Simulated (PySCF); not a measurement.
# C11H13F3Se: the cost of one run

Programs: PySCF 2.14.0, with density-fitted response routines of our own. Each step states its level of theory. These are calculated values for one molecule in the gas phase, unless marked as measured. Atoms count from 0, in the outputs and in this text.

3 further runs of the same task are left out: 3 for a faulty analytic Hessian.

### Step 1. Starting geometry

28 atoms, charge 0, multiplicity 1; geometry from: GFN2-xTB.

Bonds of the start (Å): C0–C1 1.52, C1–C2 1.52, C2–C3 1.53, C3–C4 1.50, C4–C5 1.39, C5–C6 1.38, C6–C7 1.38, C7–C8 1.38, C8–C9 1.38, C1–Se10 2.02, Se10–C11 1.96, C11–F12 1.33, C11–F13 1.34, C11–F14 1.34, C9–C4 1.39, C0–H15 1.09, C0–H16 1.09, C0–H17 1.09, C1–H18 1.09, C2–H19 1.09, C2–H20 1.09, C3–H21 1.09, C3–H22 1.10, C5–H23 1.08, C6–H24 1.08, C7–H25 1.08, C8–H26 1.08, C9–H27 1.08.

### Step 2. Relaxing the molecule at PBE0-D3(BJ)/def2-SVP

Job settings and geometry (Å):

```
{"job": {"xc": "PBE0", "basis": "def2-SVP", "d3": "d3bj", "grid": 1, "kind": "geom"}, "charge": 0, "multiplicity": 1}
C      0.947060    -2.303830    -0.036840
C      0.628570    -0.957140     0.587330
C     -0.860660    -0.701420     0.777730
C     -1.639830    -0.636840    -0.539790
C     -3.088210    -0.347870    -0.271800
C     -3.988970    -1.391620    -0.103840
C     -5.317180    -1.136840     0.187320
C     -5.760250     0.168230     0.317310
C     -4.868670     1.215030     0.154200
C     -3.540620     0.957890    -0.136550
Se     1.396700     0.536700    -0.530460
C      3.188400     0.459180     0.252740
F      3.953570     1.406190    -0.276850
F      3.159740     0.643190     1.575720
F      3.787550    -0.716030     0.042970
H      2.020100    -2.479020    -0.067780
H      0.561180    -2.364050    -1.051430
H      0.492150    -3.093360     0.559080
H      1.134940    -0.856340     1.552940
H     -1.270360    -1.497820     1.404380
H     -0.997100     0.243170     1.310910
H     -1.549100    -1.583890    -1.072100
H     -1.200970     0.155560    -1.161830
H     -3.647170    -2.412250    -0.206410
H     -6.007280    -1.958590     0.312240
H     -6.797800     0.368480     0.540840
H     -5.208930     2.235240     0.254240
H     -2.847020     1.776780    -0.265880
```

Q: Estimate the wall time of this first job on 8 threads of Arm Neoverse V1, shared host.

About 5.6 min.
